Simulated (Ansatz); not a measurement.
# BBrClH2N: the cost of one run

Program: Ansatz 0.2.0 through its Python package. Level of theory: r2SCAN0/def2-SVP. These are calculated values, not measurements.

## 1. Starting point

Bond lengths: N1–B2 1.535 Å, B2–Cl3 1.873 Å, B2–Br4 2.014 Å, N1–H5 0.986 Å, N1–H6 1.058 Å. Angles: N1–B2–Cl3 122.5°, N1–B2–Br4 116.0°, Cl3–B2–Br4 121.5°, B2–N1–H5 110.2°, B2–N1–H6 106.2°, H5–N1–H6 112.3°.

No structure file is read: the coordinates are typed or built in the script.

## 2. The code

run_scan.py reads:

```python
"""Potential curve of BBrClH2N along one bond."""

import ansatz as az
import numpy as np

geometry_ang = [
    ("N", (0.6466, 0.7221, 0.1824)),
    ("B", (-0.4445, -0.246, -0.2954)),
    ("Cl", (-2.2513, 0.2399, -0.3849)),
    ("Br", (0.1847, -2.0736, -0.8623)),
    ("H", (1.5298, 0.2839, 0.1494)),
    ("H", (0.3768, 1.0096, 1.1646)),
]
geometry = az.Crystal.molecule()
for symbol, xyz in geometry_ang:
    geometry = geometry.atom(symbol, xyz)

symbols = [site.symbol for site in geometry.cartesian_sites]
start = np.array([site.position_ang for site in geometry.cartesian_sites])
axis = (start[2] - start[1]) / np.linalg.norm(start[2] - start[1])
moving = [2]
lengths, energies = [1.648, 1.723, 1.798, 1.873, 1.948, 2.023, 2.098, 2.21], []
for length in lengths:
    xyz = start.copy()
    xyz[moving] += (length - np.linalg.norm(start[2] - start[1])) * axis
    point = az.Crystal.molecule()
    for symbol, place in zip(symbols, xyz):
        point = point.atom(symbol, place.tolist())
    setup = (
        point.calculation()
        .basis(gaussian="def2-SVP")
        .functional("r2scan0")
    )
    rep = setup.run(threads=1).report
    energies.append(rep["free_energy_ev"])
    print(f"r = {length:6.3f} A  E = {energies[-1]:.5f} eV  <S^2> = {abs(rep['mean_field']['state']['spin_squared']):.3f}")

# quartic fit about the minimum
fit = np.polynomial.Polynomial.fit(lengths, np.array(energies) - min(energies), 4).convert()
roots = [r.real for r in fit.deriv().roots() if abs(r.imag) < 1e-9 and fit.deriv(2)(r.real) > 0]
r_e = min(roots, key=lambda r: abs(r - lengths[int(np.argmin(energies))]))
print(f"minimum of the fit at {r_e:.4f} A, force constant {fit.deriv(2)(r_e):.2f} eV/A^2")
```

## 3. The calls as engine input

The package turns the script's settings into the engine's input (first run):

```yaml
crystal:
  periodic: [false, false, false]
  atoms:
    - { symbol: "N", position_ang: [0.6466, 0.7221, 0.1824] }
    - { symbol: B, position_ang: [-0.4445, -0.246, -0.2954] }
    - { symbol: Cl, position_ang: [-2.0341377769788695, 0.18149889076490625, -0.3741428498116055] }
    - { symbol: Br, position_ang: [0.1847, -2.0736, -0.8623] }
    - { symbol: H, position_ang: [1.5298, 0.2839, 0.1494] }
    - { symbol: H, position_ang: [0.3768, 1.0096, 1.1646] }
basis:
  gaussian:
    orbitals: def2-SVP
hamiltonian:
  xc: r2scan0
```

## 4. The run

Run with:

```bash
$ python run_scan.py
```

**Question.** How long does this script take on 1 thread of Arm Neoverse V2, shared host, and how much memory does it need?

About 42 s, with a peak of 0.26 GiB.
